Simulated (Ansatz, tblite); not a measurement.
# C₁₀H₁₈O₃Si: one state, many levels

The task here is to estimate one member of a computed series from the others.

Program: Ansatz 0.2.0, Gaussian basis. Level of theory: as each input shows. These are calculated values, not measurements.

The runs, in order: GFN1-xTB, GFN2-xTB, PBE-D4/def2-TZVP, r2SCAN-D4/def2-TZVP, PBE-D4/def2-SVP, PBE0-D4/def2-SVP, HF/STO-3G, MP2/def2-SVP.

3 further runs of the same task are left out: 3 that didn't finish.

### The structure

The geometry is that of the singlet, from an earlier relaxation (PBE-D4/def2-SVP).

SMILES `O[Si](O)(O)C12CC3CC(CC(C3)C1)C2`, 32 atoms, charge 0, spin multiplicity 1.

Bond lengths: O1–Si2 1.682 Å, O1–H15 0.973 Å, Si2–O3 1.682 Å, Si2–O4 1.682 Å, Si2–C5 1.875 Å, O3–H16 0.973 Å, O4–H17 0.973 Å, C5–C6 1.551 Å, C5–C13 1.551 Å, C5–C14 1.551 Å, C6–C7 1.542 Å, C6–H18 1.112 Å, C6–H19 1.112 Å, C7–C8 1.542 Å, C7–C12 1.542 Å, C7–H20 1.112 Å, C8–C9 1.541 Å, C8–H21 1.112 Å and more. Angles: Si2–O1–H15 113.3°, O1–Si2–O3 109.1°, O1–Si2–O4 109.0°, O1–Si2–C5 109.8°, O3–Si2–O4 108.8°, O3–Si2–C5 110.0°, O4–Si2–C5 110.1°, Si2–O3–H16 113.2°, Si2–O4–H17 113.2°, Si2–C5–C6 110.1°, Si2–C5–C13 110.1°, Si2–C5–C14 110.1°, C6–C5–C13 108.8°, C6–C5–C14 108.8°, C13–C5–C14 108.8°, C5–C6–C7 110.1°, C5–C6–H18 109.7°, C5–C6–H19 109.8° and more.

PBE0-D4/def2-TZVP was run before; its log isn't repeated, and its numbers join the tables.

Set-up of the first run:

Tight binding, by tblite at 300 K electronic temperature and without a spin-polarisation term:

```python
tblite.interface.Calculator('GFN1-xTB', numbers, positions, charge=0, uhf=0).singlepoint()
```

Tight binding, by tblite at 300 K electronic temperature and without a spin-polarisation term:

```python
tblite.interface.Calculator('GFN2-xTB', numbers, positions, charge=0, uhf=0).singlepoint()
```

start.molden holds the orbitals of an earlier run on this state, given as this run's starting guess.

Contents of in.yaml:

```yaml
crystal:
  periodic: [false, false, false]
  atoms:
    - {symbol: O, position_ang: [3.095381, -0.547046, -1.638808]}
    - {symbol: Si, position_ang: [2.591461, -0.217517, -0.068122]}
    - {symbol: O, position_ang: [3.090484, -1.465269, 0.943062]}
    - {symbol: O, position_ang: [3.304845, 1.216194, 0.447362]}
    - {symbol: C, position_ang: [0.723165, -0.061641, -0.018752]}
    - {symbol: C, position_ang: [0.257298, 1.069394, -0.973128]}
    - {symbol: C, position_ang: [-1.278534, 1.197267, -0.931340]}
    - {symbol: C, position_ang: [-1.914928, -0.135328, -1.373486]}
    - {symbol: C, position_ang: [-1.471552, -1.263635, -0.421350]}
    - {symbol: C, position_ang: [-1.918363, -0.929192, 1.015597]}
    - {symbol: C, position_ang: [-1.281865, 0.402358, 1.460652]}
    - {symbol: C, position_ang: [-1.725516, 1.528677, 0.506239]}
    - {symbol: C, position_ang: [0.254012, 0.273845, 1.421462]}
    - {symbol: C, position_ang: [0.064096, -1.394162, -0.462459]}
    - {symbol: H, position_ang: [3.644320, -1.347326, -1.706305]}
    - {symbol: H, position_ang: [3.745391, -1.183511, 1.604974]}
    - {symbol: H, position_ang: [3.908138, 1.602728, -0.210627]}
    - {symbol: H, position_ang: [0.730339, 2.030061, -0.674033]}
    - {symbol: H, position_ang: [0.595143, 0.851213, -2.009713]}
    - {symbol: H, position_ang: [-1.598729, 2.010064, -1.618616]}
    - {symbol: H, position_ang: [-3.023450, -0.048237, -1.373064]}
    - {symbol: H, position_ang: [-1.610605, -0.375144, -2.415593]}
    - {symbol: H, position_ang: [-1.930917, -2.223977, -0.741112]}
    - {symbol: H, position_ang: [-1.616588, -1.745331, 1.707654]}
    - {symbol: H, position_ang: [-3.026959, -0.858141, 1.064377]}
    - {symbol: H, position_ang: [-1.604524, 0.642435, 2.496884]}
    - {symbol: H, position_ang: [-2.830200, 1.649464, 0.544882]}
    - {symbol: H, position_ang: [-1.283637, 2.496645, 0.828543]}
    - {symbol: H, position_ang: [0.590128, -0.523200, 2.119824]}
    - {symbol: H, position_ang: [0.726345, 1.221555, 1.760547]}
    - {symbol: H, position_ang: [0.396169, -2.219479, 0.204515]}
    - {symbol: H, position_ang: [0.399673, -1.653773, -1.490038]}
basis:
  gaussian: {orbitals: def2-TZVP, initial_orbitals: start.molden}
hamiltonian: {xc: pbe, dispersion: d4}
scf: {omitted_lower_state_checks: [starts]}
output: {orbitals: {seedname: orbitals}}
```

Launch:

```bash
$ ansatz run in.yaml --threads 6 --pin off --events-out ev --progress --plain --max-ram 7833MiB
```

Among the steps run: PBE-D4/def2-TZVP; r2SCAN-D4/def2-TZVP; PBE-D4/def2-SVP; PBE0-D4/def2-SVP; HF/STO-3G; MP2/def2-SVP.

One of the session's tables, all rows but one given; the rest of the session is left out.

It belongs to the step «Binding energy». 

```
              level  binding an atom (eV)
          HF/STO-3G                 3.922
        HF/def2-SVP                 3.368
    PBE-D4/def2-SVP                 4.650
   PBE-D4/def2-TZVP                 4.608
r2SCAN-D4/def2-TZVP                 4.517
   PBE0-D4/def2-SVP                     ?
  PBE0-D4/def2-TZVP                 4.539
       MP2/def2-SVP                 4.395
```

Estimate the missing values for PBE0-D4/def2-SVP.

As computed: binding an atom (eV): 4.582. In the column «binding an atom (eV)» it lies between PBE0-D4/def2-TZVP (4.539) and PBE-D4/def2-TZVP (4.608).

To keep in mind: Free atoms were run apart at each level; binding is atoms less cluster, divided by the number of atoms, without zero-point or spin-orbit terms.
